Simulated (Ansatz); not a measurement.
# WS2: structure and electronic properties

This session takes WS2 and sets out to relax cell and atoms, compute bands, density of states and charges and get the carriers' masses.

Program: Ansatz 0.2.0. Level of theory: DFT r2SCAN, scalar-relativistic, plane waves, PAW. These are calculated values, not measurements.

### 1 Starting point

It takes space group P-3m1 (No. 164, trigonal). The conventional cell has a = 3.183 Å, b = 3.183 Å, c = 35.181 Å, α = 90.00°, β = 90.00°, γ = 120.00°. W (site symmetry 3m) is surrounded by 6 S at 2.41 Å. W (site symmetry 3m) has 6 S at 2.41 to 2.42 Å in its first shell of neighbours. S (site symmetry 3m) has 3 W at 2.42 Å in its first shell of neighbours. Around S (site symmetry 3m) lie 3 W at 2.41 Å.

As a file:

```cif
data_structure
_symmetry_space_group_name_H-M 'P-3m1'
_symmetry_Int_Tables_number 164
_cell_length_a 3.1831
_cell_length_b 3.1831
_cell_length_c 35.1806
_cell_angle_alpha 90.000
_cell_angle_beta 90.000
_cell_angle_gamma 120.000
_cell_volume 308.70
loop_
_atom_site_label
_atom_site_type_symbol
_atom_site_symmetry_multiplicity
_atom_site_Wyckoff_symbol
_atom_site_fract_x
_atom_site_fract_y
_atom_site_fract_z
_atom_site_occupancy
W1 W 2 d 0.66667 0.33333 0.40768 1
W2 W 2 d 0.66667 0.33333 0.77660 1
S1 S 2 d 0.66667 0.33333 0.17885 1
S2 S 2 d 0.66667 0.33333 0.54798 1
S3 S 2 d 0.33333 0.66667 0.36338 1
S4 S 2 d 0.33333 0.66667 0.73226 1
```

The structure comes from the Materials Project (structure only).

(A quick probe on a coarse mesh, which set the mesh and smearing, is not shown.)

### 3 The relaxation

input.yaml reads:

```yaml
crystal:
  lattice:
    - [3.1831225544, 0.0, 0.0]
    - [-1.5915612772, 2.7566649955, 0.0]
    - [0.0, 0.0, 35.1805582101]
  atoms:
    - { symbol: W, position: [0.66666667, 0.33333333, 0.40768339] }
    - { symbol: W, position: [0.66666667, 0.33333333, 0.7766] }
    - { symbol: W, position: [0.33333333, 0.66666667, 0.2234] }
    - { symbol: W, position: [0.33333333, 0.66666667, 0.59231661] }
    - { symbol: S, position: [0.66666667, 0.33333333, 0.17885036] }
    - { symbol: S, position: [0.66666667, 0.33333333, 0.54797631] }
    - { symbol: S, position: [0.33333333, 0.66666667, 0.36337893] }
    - { symbol: S, position: [0.33333333, 0.66666667, 0.73225816] }
    - { symbol: S, position: [0.66666667, 0.33333333, 0.26774184] }
    - { symbol: S, position: [0.66666667, 0.33333333, 0.63662107] }
    - { symbol: S, position: [0.33333333, 0.66666667, 0.45202369] }
    - { symbol: S, position: [0.33333333, 0.66666667, 0.82114964] }
basis:
  ecutwfc: 500
kpoints:
  mp_grid: { grid: [12, 12, 1] }
hamiltonian:
  xc: r2scan
scf:
  occupations: { method: gaussian, width: 0.02 }
output:
  forces: true
  stress: true
  eigenvalues: true
  write_density: true
  write_potential: true
  elf: true
  volumetric_format: npy
relax:
  adjacent_minimum: "off"
  f_tol: 0.005
  max_steps: 80
  cell: { stress_tol: 0.05 }
```

Started as:

```sh
$ ansatz run input.yaml --threads 2 --pin off --max-ram 5120MiB --backend cpu --events-out ev --progress --plain --runs-dir out
```

The session goes on with these runs: electronic structure at the relaxed geometry; seeking the band edges over the whole zone; eigenvalues a small step from each edge.

Q: Predict the outcome of this session. Wanted: relaxed cell; volume; formation energy; gap; gap over the zone; valence top, conduction bottom; hole masses; electron masses.

The runs gave:

| quantity | value |
| --- | --- |
| relaxed cell | a = 3.182 Å, b = 3.182 Å, c = 35.312 Å, α = 90.00°, β = 90.00°, γ = 120.00° |
| space group (0.01 Å) | P-3m1 (No. 164) |
| volume | 25.80 Å³/atom |
| formation energy (elements from runs with the same settings, not shown) | -0.90 eV/atom |
| gap | 1.44 eV, indirect on the path |
| gap over the zone | 1.44 eV, indirect |
| valence top, conduction bottom (fractional k) | (0.000, 0.000, 0.000), (0.333, 0.333, 0.000) |
| hole masses | 0.88 to 1.76 m0 along the directions sampled, bands without a fitted extremum left out |
| electron masses | 0.28 to 0.66 m0 along the directions sampled, bands without a fitted extremum left out |

What this shows: The volume hardly moved (+0.3 %). The gap is 1.44 eV, with the valence top at Γ and the conduction bottom at K on the path. Of the projected weight, the top eV of the valence band is W 5d (70 %), and the lowest eV of the conduction band W 5d (65 %) and S 3p (33 %). Electron masses come out at 0.28 to 0.66 and hole masses at 0.88 to 1.76 m0. These cover the sampled directions only, and leave out those where a band is flat or has no extremum. These runs have no spin-orbit coupling; with W it would split and shift bands. The cell holds empty space of several Å, a single layer or slab in vacuum, so volume, pressure and the long edge depend on that space.
